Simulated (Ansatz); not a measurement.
**FGaH₄Si: small, medium and large basis sets**

The task here is to estimate one member of a computed series from the others.

Method: one geometry, several basis sets; program: Ansatz 0.2.0, Gaussian basis.

Levels to be run: PBE0-D4/def2-SVP; ωB97M-V/def2-SVP; PBE0-D4/def2-QZVPP; ωB97M-V/def2-QZVPP; the functionals' def2-TZVPP values are taken from earlier runs.

## The geometry

The geometry comes from an earlier relaxation with PBE0-D4 in a triple-zeta def2 set; it is a stationary point, not always the lowest conformer.

SMILES `F[SiH2][GaH2]`, 7 atoms, charge 0, spin multiplicity 1.

Atoms are counted from 1 here; the program's logs count them from 0.

Bond lengths: F1–Si2 1.610 Å, Si2–Ga3 2.418 Å, Si2–H4 1.490 Å, Si2–H5 1.490 Å, Ga3–H6 1.569 Å, Ga3–H7 1.573 Å. Angles: F1–Si2–Ga3 111.9°, F1–Si2–H4 107.1°, F1–Si2–H5 107.1°, Ga3–Si2–H4 111.5°, Ga3–Si2–H5 111.5°, H4–Si2–H5 107.4°, Si2–Ga3–H6 122.6°, Si2–Ga3–H7 118.5°, H6–Ga3–H7 118.9°.

Set-up of the first run:

File in.yaml:

```yaml
crystal:
  periodic: [false, false, false]
  atoms:
    - {symbol: F, position_ang: [-2.135294, -0.174658, 0.502957]}
    - {symbol: Si, position_ang: [-0.881884, -0.107762, -0.505821]}
    - {symbol: Ga, position_ang: [1.212100, 0.147135, 0.675569]}
    - {symbol: H, position_ang: [-0.903989, -1.358180, -1.316488]}
    - {symbol: H, position_ang: [-1.127619, 1.030594, -1.435869]}
    - {symbol: H, position_ang: [1.294698, 0.234087, 2.240422]}
    - {symbol: H, position_ang: [2.541999, 0.228784, -0.160770]}
basis:
  gaussian: {orbitals: def2-SVP}
hamiltonian: {xc: pbe0, dispersion: d4}
output: {orbitals: {seedname: orbitals}}
```

Launch:

```bash
> ansatz run in.yaml --threads 2 --pin off --events-out ev --progress --plain --max-ram 4352MiB
```

Steps of the session up to this table: PBE0-D4 in def2-SVP; ωB97M-V in def2-SVP; PBE0-D4 in def2-QZVPP; ωB97M-V in def2-QZVPP.

One of the session's tables, all rows but one given; the rest of the session is left out.

It belongs to the step «Density functionals: the series». 

| functional | basis | HOMO (eV) | LUMO (eV) |
| --- | --- | --- | --- |
| PBE0-D4 | def2-SVP | -7.66 | -2.29 |
| PBE0-D4 | def2-TZVPP | -7.69 | -2.31 |
| PBE0-D4 | def2-QZVPP | -7.70 | -2.32 |
| ωB97M-V | def2-SVP | -9.66 | -0.53 |
| ωB97M-V | def2-TZVPP | -9.72 | -0.57 |
| ωB97M-V | def2-QZVPP | ? | ? |

Estimate the missing values for ωB97M-V, def2-QZVPP.

The run gave: HOMO (eV): -9.73; LUMO (eV): -0.66. In the column «HOMO (eV)» it is the lowest.
